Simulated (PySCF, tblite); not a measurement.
**CH₉B₃N₂: geometry, infrared bands and NMR shifts**

Wanted: the infrared bands and NMR shifts of CH₉B₃N₂ (`BN(B)BNC`), by calculation.

Programs: tblite 0.8.0 and PySCF 2.14.0, with density-fitted response routines of our own. Each step states its level of theory. These are calculated values for one molecule in the gas phase, unless marked as measured. Atoms are numbered from 0 throughout.

**1. The starting structure**

15 atoms, charge 0, multiplicity 1; geometry from: force field or distance geometry start.

Bonds of the start (Å): B0–N1 1.52, N1–B2 1.51, N1–B3 1.53, B3–N4 1.53, N4–C5 1.44, B0–H6 1.17, B0–H7 1.16, B2–H8 1.19, B2–H9 1.17, B3–H10 1.19, N4–H11 1.03, C5–H12 1.13, C5–H13 1.13, C5–H14 1.11.

**2. Geometry optimisation with GFN2-xTB**

The job: settings as JSON, then the geometry in Å.

```
{"job": {"kind": "relax", "xc": "GFN2-xTB", "basis": "xTB"}, "charge": 0, "multiplicity": 1}
B     -2.017200    -1.143900    -0.324100
N     -1.071300    -0.012200     0.060700
B     -1.793800     1.266100    -0.269800
B      0.209900    -0.162100    -0.770200
N      1.453000    -0.626800    -0.003300
C      2.436000     0.418900     0.135000
H     -2.254900    -1.938000     0.500300
H     -2.194800    -1.399800    -1.446200
H     -2.978300     1.263700    -0.140700
H     -1.313700     2.149900    -0.872000
H      0.032500    -0.693000    -1.820100
H      1.237900    -1.108000     0.880500
H      3.203600     0.074800     0.885600
H      3.024100     0.532500    -0.817300
H      2.022600     1.386000     0.474200
```

Run with:

```console
OMP_NUM_THREADS=1 python probes_run.py task.json out
```

This one command runs all jobs of the session in turn.

**Question.** This job is followed by: GFN2-xTB harmonic vibrations, gas phase; GIAO PBE0/pcSseg-1 NMR shielding, non-relativistic, gas phase. Predict these results of the whole session: strongest single infrared mode (GFN2-xTB); zero-point energy (GFN2-xTB); 13C shifts against TMS (PBE0/pcSseg-1); 1H shifts against TMS (PBE0/pcSseg-1, means over atoms taken as alike); 11B shifts against BF3·OEt2 (PBE0/pcSseg-1, means over atoms taken as alike); 15N shifts against NH3 (PBE0/pcSseg-1).

**Answer**, as computed:

| quantity | value |
| --- | --- |
| strongest single infrared mode (GFN2-xTB) | 1341 cm⁻¹, 417 km/mol |
| zero-point energy (GFN2-xTB) | 72.3 kcal/mol |
| 13C shifts against TMS (PBE0/pcSseg-1) | 35.2 ppm |
| 1H shifts against TMS (PBE0/pcSseg-1, means over atoms taken as alike) | 5.84, 4.98, 3.78, 3.17 ppm |
| 11B shifts against BF3·OEt2 (PBE0/pcSseg-1, means over atoms taken as alike) | 55.7, 33.0 ppm |
| 15N shifts against NH3 (PBE0/pcSseg-1) | 227.0, 118.6 ppm |

What this shows: The optimisation took 125 steps and gained 2.868 eV; among the close pairs (by a distance rule), B3–N4 changed most, from 1.533 to 1.381 Å. All 39 modes are real, so the xTB geometry is a minimum. The strongest single mode, at 1341 cm⁻¹, is carried by N1, B2, B0. GFN2-xTB is a fitted tight-binding method: band positions and strengths are rough. Its intensities can rank the bands wrongly. At PBE0/pcSseg-1: The widest tensor belongs to N1: span 385 ppm, with a paramagnetic part of -285 ppm.
